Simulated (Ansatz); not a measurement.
# C2H9BO: the cost of one run

All numbers below are computed with Ansatz 0.2.0 (RKS B3LYP-D4/6-31G*).

### Step 1. Starting point

Bond lengths: B1–C3 1.600 Å, C3–H4 1.110 Å, C3–H5 1.110 Å, C3–H6 1.110 Å, B1–C7 1.600 Å, C7–H8 1.110 Å, C7–H9 1.110 Å, C7–H10 1.110 Å, B1–O11 1.710 Å, O11–H12 1.010 Å. Angles (14 of 16 angles, heavy atoms first): C3–B1–C7 120.0°, C3–B1–O11 96.8°, C7–B1–O11 101.3°, B1–C3–H4 109.5°, B1–C3–H5 109.5°, B1–C3–H6 109.5°, B1–C7–H8 109.5°, B1–C7–H9 109.5°, B1–C7–H10 109.5°, B1–O11–H12 109.5°, H4–C3–H5 109.4°, H4–C3–H6 109.4°, H5–C3–H6 109.4°, H8–C7–H9 109.4°.

Coordinates:

```xyz
13

B     0.0000    0.0000    0.0000
H     0.0000    0.0000    1.5400
C     1.3856    0.0000   -0.8000
H     1.7152   -1.0462   -0.9702
H     1.2491    0.5080   -1.7774
H     2.1552    0.5381   -0.2082
C    -1.3856    0.0000   -0.8000
H    -1.9458   -0.9305   -0.5708
H    -1.9898    0.8797   -0.4946
H    -1.1839    0.0508   -1.8903
O     0.0766    1.6210    0.5392
H     0.4753    1.6492    1.4668
H     0.0407    0.8604    1.5370
```

### Step 2. Pulling towards end A

Springs on the bonds that form and break draw the guess towards this end; the thresholds are loose.

input.yaml reads:

```yaml
crystal:
  periodic: [false, false, false]
  atoms:
    - { symbol: B, position_ang: [0.0, 0.0, 0.0] }
    - { symbol: H, position_ang: [0.0, 0.0, 1.54] }
    - { symbol: C, position_ang: [1.3856, 0.0, -0.8] }
    - { symbol: H, position_ang: [1.7152, -1.0462, -0.9702] }
    - { symbol: H, position_ang: [1.2491, 0.508, -1.7774] }
    - { symbol: H, position_ang: [2.1552, 0.5381, -0.2082] }
    - { symbol: C, position_ang: [-1.3856, 0.0, -0.8] }
    - { symbol: H, position_ang: [-1.9458, -0.9305, -0.5708] }
    - { symbol: H, position_ang: [-1.9898, 0.8797, -0.4946] }
    - { symbol: H, position_ang: [-1.1839, 0.0508, -1.8903] }
    - { symbol: O, position_ang: [0.0766, 1.621, 0.5392] }
    - { symbol: H, position_ang: [0.4753, 1.6492, 1.4668] }
    - { symbol: H, position_ang: [0.0407, 0.8604, 1.537] }
basis:
  gaussian: { orbitals: "6-31G*" }
hamiltonian:
  xc: b3lyp
  dispersion: d4
relax:
  f_tol: 0.15
  max_steps: 25
  restrain:
    - { distance: [0, 10], at: 2.61, k: 30.0 }
    - { distance: [12, 1], at: 1.86, k: 30.0 }
    - { distance: [0, 1], at: 1.19, k: 30.0 }
    - { distance: [12, 10], at: 1.01, k: 30.0 }
```

Launch:

```sh
$ ansatz run input.yaml --threads 1 --pin off --max-ram 2048MiB --backend cpu --events-out ev --progress --plain --runs-dir out
```

**Question.** How long does this run take on 1 thread of Arm Neoverse V1, shared host, and how much memory does it need?

About 51 s, with a peak of 0.15 GiB.
